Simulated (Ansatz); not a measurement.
# CH3Cl2In: one species, many methods

One table from this session's results is given with a row withheld; the runs are named, their logs left out.

Computed with Ansatz 0.2.0, Gaussian basis. Level: functionals in def2-TZVPP, the program's frozen cores in correlated methods.

Levels to be run: LDA (SPW92), PBE-D4, revPBE-D4, BLYP-D4, r2SCAN-D4, B97M-V, PBE0-D4, B3LYP-D4, r2SCANh-D4, r2SCAN0-D4, HSE06-D4, BHLYP-D4, CAM-B3LYP-D4, LC-ωPBE, ωB97X-V, ωB97M-V, B2PLYP, PBE-QIDH; CCSD(T)/def2-SVP; CCSD(T)/def2-TZVPP; MP2/def2-QZVPP; extrapolation to the limit; RPA on PBE.

**The geometry**

All runs share one geometry, relaxed beforehand with PBE0-D4 in a triple-zeta def2 set. In takes the def2 core potential; no spin-orbit term is included.

SMILES `[CH3][In]([Cl])[Cl]`, 7 atoms, charge 0, spin multiplicity 1.

Atoms are counted from 1 here; the program's logs count them from 0.

Bond lengths: C1–In2 2.126 Å, C1–H5 1.088 Å, C1–H6 1.089 Å, C1–H7 1.090 Å, In2–Cl3 2.323 Å, In2–Cl4 2.323 Å. Angles: In2–C1–H5 109.3°, In2–C1–H6 109.2°, In2–C1–H7 108.6°, H5–C1–H6 110.6°, H5–C1–H7 109.7°, H6–C1–H7 109.3°, C1–In2–Cl3 124.3°, C1–In2–Cl4 124.4°, Cl3–In2–Cl4 111.3°.

The first run:

in.yaml

```yaml
crystal:
  periodic: [false, false, false]
  atoms:
    - {symbol: C, position_ang: [-0.232274, 1.103485, -0.112360]}
    - {symbol: In, position_ang: [0.196551, -0.967271, 0.102805]}
    - {symbol: Cl, position_ang: [1.981065, -1.815441, 1.323886]}
    - {symbol: Cl, position_ang: [-1.053600, -2.673158, -0.857733]}
    - {symbol: H, position_ang: [-1.273295, 1.227514, -0.405020]}
    - {symbol: H, position_ang: [-0.036948, 1.609087, 0.832136]}
    - {symbol: H, position_ang: [0.418500, 1.515794, -0.883714]}
basis:
  gaussian: {orbitals: def2-TZVPP}
hamiltonian: {xc: lda}
output: {orbitals: {seedname: orbitals}}
```

Started as:

```console
> ansatz run in.yaml --threads 4 --pin off --events-out ev --progress --plain --max-ram 10444MiB
```

Steps of the session up to this table: LDA; PBE-D4 (GGA); revPBE-D4 (GGA); BLYP-D4 (GGA); r2SCAN-D4 (meta-GGA); B97M-V (meta-GGA); B3LYP-D4 (hybrid); r2SCANh-D4 (hybrid); r2SCAN0-D4 (hybrid); HSE06-D4 (hybrid); BHLYP-D4 (hybrid); CAM-B3LYP-D4 (range-separated); LC-ωPBE (range-separated); ωB97X-V (range-separated); ωB97M-V (range-separated); B2PLYP (double hybrid); PBE-QIDH (double hybrid).

One of the session's tables, all rows but one given; the rest of the session is left out.

It belongs to the step «Orbital energies across the functionals». 

| functional | HOMO (eV) | LUMO (eV) | gap (eV) |
| --- | --- | --- | --- |
| LDA (SPW92) | -7.41 | -2.79 | 4.62 |
| PBE-D4 | -7.24 | -2.50 | 4.74 |
| revPBE-D4 | -7.18 | -2.38 | 4.79 |
| BLYP-D4 | -7.07 | -2.46 | 4.61 |
| r2SCAN-D4 | -7.56 | -2.26 | 5.30 |
| B97M-V | ? | ? | ? |
| PBE0-D4 | -8.53 | -1.62 | 6.90 |
| B3LYP-D4 | -8.27 | -1.94 | 6.33 |
| r2SCANh-D4 | -8.03 | -1.95 | 6.08 |
| r2SCAN0-D4 | -8.73 | -1.48 | 7.26 |
| HSE06-D4 | -8.13 | -1.99 | 6.14 |
| BHLYP-D4 | -9.64 | -0.84 | 8.80 |
| CAM-B3LYP-D4 | -9.83 | -0.70 | 9.14 |
| LC-ωPBE | -11.21 | 0.47 | 11.68 |
| ωB97X-V | -10.83 | 0.32 | 11.15 |
| ωB97M-V | -10.69 | 0.05 | 10.74 |

**Question.** Estimate the row for B97M-V.

The run gave: HOMO (eV): -7.61; LUMO (eV): -2.35; gap (eV): 5.26. In the column «HOMO (eV)» it lies between r2SCANh-D4 (-8.03) and r2SCAN-D4 (-7.56).
